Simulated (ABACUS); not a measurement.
HPbNO4 in ABACUS: the effect of functional

Crystal: HPbNO4.

```
H Pb N O
1.0
     4.35916   -0.00041    0.00648
    -2.12486    5.30989   -0.05003
    -2.16542   -1.90233    5.01131
H Pb N O
1 1 1 4
Direct
  0.99073 0.03330 0.90994
  0.50274 0.81989 0.14287
  0.00838 0.47408 0.50265
  0.99816 0.92741 0.02877
  0.19467 0.73435 0.60852
  0.81673 0.35882 0.24556
  0.01381 0.33121 0.65217
```

The cell was built by a generator and needn't be a form met in nature.

The cell isn't the ideal one: volume scaled by 1.06.

Alike in all runs:

* Program: ABACUS 3.10.1
* Task: equation of state
* Potentials or basis: SG15 ONCV 1.2 PBE
* Cutoff: 1361 eV
* Density cutoff: 5442 eV
* Basis: DZP LCAO (the cutoffs set its grid)
* k mesh: 6 × 4 × 4
* Occupations: fermi-dirac, width 0.05 eV
* Spin: no spin polarisation

| functional | gap on the mesh (eV) | pressure (GPa) | largest force (eV/Å) |
| --- | --- | --- | --- |
| LDA | 2.73 | -4.2 | 0.96 |
| PBE | ? | ? | ? |
| PBEsol | 2.74 | -2.7 | 0.62 |
| WC | 2.75 | -2.5 | 0.56 |
| BLYP | 2.70 | 1.3 | 0.69 |
| r2SCAN | 3.14 | -3.7 | 0.48 |

What does the run with functional PBE give?

gap on the mesh 2.72 eV; pressure -0.9 GPa; largest force 0.34 eV/Å.

Caveats: the atomic orbitals were generated for these runs and aren't a published set; spin-orbit coupling is left out, which as a rule narrows the gap of such compounds by several tenths of an eV; the basis of atomic orbitals isn't converged, which shifts pressures, moduli and gaps; the potentials were made for another functional, which shifts forces and pressure (some runs).

A k mesh can miss the band edges.
